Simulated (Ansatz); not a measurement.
# K2YAgCl6: the cost of one run

Computed with Ansatz 0.2.0 (DFT PBEsol, scalar-relativistic, plane waves, PAW, unless a step's input says otherwise).

1 further run of the same task is left out (set aside as unsound or not needed).

### 1 The starting structure

It takes space group Fm-3m (No. 225, cubic). Conventional cell: a = 10.474 Å, b = 10.474 Å, c = 10.474 Å, α = 90.00°, β = 90.00°, γ = 90.00°. K (site symmetry -43m) is surrounded by 12 Cl at 3.70 Å. Around Y (site symmetry m-3m) lie 6 Cl at 2.59 Å. Ag (site symmetry m-3m) is surrounded by 6 Cl at 2.64 Å. Around Cl (site symmetry 4mm) lie 1 Y at 2.59 Å and 1 Ag at 2.64 Å and 4 K at 3.70 Å.

As a file:

```cif
data_structure
_symmetry_space_group_name_H-M 'Fm-3m'
_symmetry_Int_Tables_number 225
_cell_length_a 10.4744
_cell_length_b 10.4744
_cell_length_c 10.4744
_cell_angle_alpha 90.000
_cell_angle_beta 90.000
_cell_angle_gamma 90.000
_cell_volume 1149.17
loop_
_atom_site_label
_atom_site_type_symbol
_atom_site_symmetry_multiplicity
_atom_site_Wyckoff_symbol
_atom_site_fract_x
_atom_site_fract_y
_atom_site_fract_z
_atom_site_occupancy
K1 K 8 c 0.25000 0.25000 0.75000 1
Y1 Y 4 b 0.50000 0.00000 0.00000 1
Ag1 Ag 4 a 0.00000 0.00000 0.00000 1
Cl1 Cl 24 e 0.25246 0.00000 0.00000 1
```

It goes back to an entry of the Materials Project, which need not be the stable form.

This cell was relaxed beforehand with the same method: volume 28.73 Å³/atom, gap on the mesh 3.40 eV.

### 2 The reference cell

The reference gives a free energy of -20731.8925 eV, pressure 0.00 GPa, largest force 0.002 eV/Å and gap on the mesh 3.40 eV. It was computed beforehand with the settings of the runs below.

### 3 Breaking the symmetry

The atoms are moved along a mode of 64i cm⁻¹:

```csv
atom,ux (Å),uy (Å),uz (Å)
K1,0.000,0.000,0.000
K2,0.000,0.000,0.000
Y3,0.000,0.000,0.000
Ag4,0.000,0.000,0.000
Cl5,0.000,0.000,0.000
Cl6,0.000,0.150,0.000
Cl7,0.000,0.000,0.000
Cl8,0.000,0.000,-0.150
Cl9,0.000,0.000,0.150
Cl10,0.000,-0.150,0.000
```

### 4 Relaxation of the disturbed structure

input.yaml reads:

```yaml
crystal:
  lattice:
    - [0.0, 5.2371910376, 5.2371910376]
    - [5.2371910376, 0.0, 5.2371910376]
    - [5.2371910376, 5.2371910376, 0.0]
  atoms:
    - { symbol: K, position: [0.75, 0.75, 0.75] }
    - { symbol: K, position: [0.25, 0.25, 0.25] }
    - { symbol: "Y", position: [0.5, 0.5, 0.5] }
    - { symbol: Ag, position: [0.0, 0.0, 0.0] }
    - { symbol: Cl, position: [0.7475372969, 0.2524627031, 0.2524627031] }
    - { symbol: Cl, position: [0.266783357, 0.2381420492, 0.7618579508] }
    - { symbol: Cl, position: [0.2524627031, 0.7475372969, 0.7475372969] }
    - { symbol: Cl, position: [0.2381420492, 0.733216643, 0.266783357] }
    - { symbol: Cl, position: [0.7618579508, 0.266783357, 0.733216643] }
    - { symbol: Cl, position: [0.733216643, 0.7618579508, 0.2381420492] }
basis:
  ecutwfc: 420
kpoints:
  mp_grid: { grid: [4, 4, 4] }
hamiltonian:
  xc: pbesol
scf:
  occupations: { method: gaussian, width: 0.05 }
output:
  forces: true
  stress: true
  eigenvalues: true
  write_density: true
  write_potential: true
  elf: true
  volumetric_format: npy
relax:
  adjacent_minimum: "off"
  f_tol: 0.008
  max_steps: 80
  cell: { stress_tol: 0.08 }
```

Run with:

```
$ ansatz run input.yaml --threads 2 --pin off --max-ram 5120MiB --backend cpu --events-out ev --progress --plain --runs-dir out
```

**Question.** How long does this run take on 2 threads of Arm Neoverse V2, shared host, and how much memory does it need?

About 75 s, with a peak of 0.68 GiB.
